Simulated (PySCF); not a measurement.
# C5H6F2: the cost of one run

Computed with PySCF 2.14.0, with density-fitted response routines of our own, on a single molecule in the gas phase. Atoms are numbered from 0 throughout.

## 1. Starting geometry

13 atoms, charge 0, multiplicity 1; geometry from: GFN2-xTB. The atoms were then displaced at random by about 0.01 Å, so the start is not that level's minimum.

Bonds of the start (Å): C0–C1 1.49, C1–F2 1.39, C1–C3 1.55, C3–C4 1.50, C4–C5 1.30, C5–F6 1.31, C5–C3 1.45, C0–H7 1.11, C0–H8 1.06, C0–H9 1.12, C1–H10 1.11, C3–H11 1.09, C4–H12 1.04.

## 2. Optimising the geometry at PBE0-D3(BJ)/def2-SVP

Job settings and geometry (Å):

```
{"job": {"xc": "PBE0", "basis": "def2-SVP", "d3": "d3bj", "grid": 1, "shake": 0.01, "kind": "geom"}, "charge": 0, "multiplicity": 1}
C     -1.602620     0.578800    -0.394190
C     -0.638600    -0.075670     0.536410
F     -1.286780    -1.144460     1.145220
C      0.620120    -0.588940    -0.200380
C      1.937250    -0.703510     0.498140
C      1.791110     0.260040    -0.357440
F      2.284800     1.293630    -1.001180
H     -1.143550     1.478940    -0.860020
H     -1.928090    -0.085540    -1.158140
H     -2.507840     0.915670     0.163520
H     -0.343040     0.598380     1.362830
H      0.338570    -1.319240    -0.956020
H      2.484490    -1.224990     1.210930
```

Launch:

```console
$ OMP_NUM_THREADS=1 python probes_run.py task.json out
```

This one command runs all jobs of the session in turn.

Q: Estimate the wall time and peak memory of this first job on 1 thread of Arm Neoverse V1, shared host.

About 1.8 min, with a peak of 0.49 GiB.
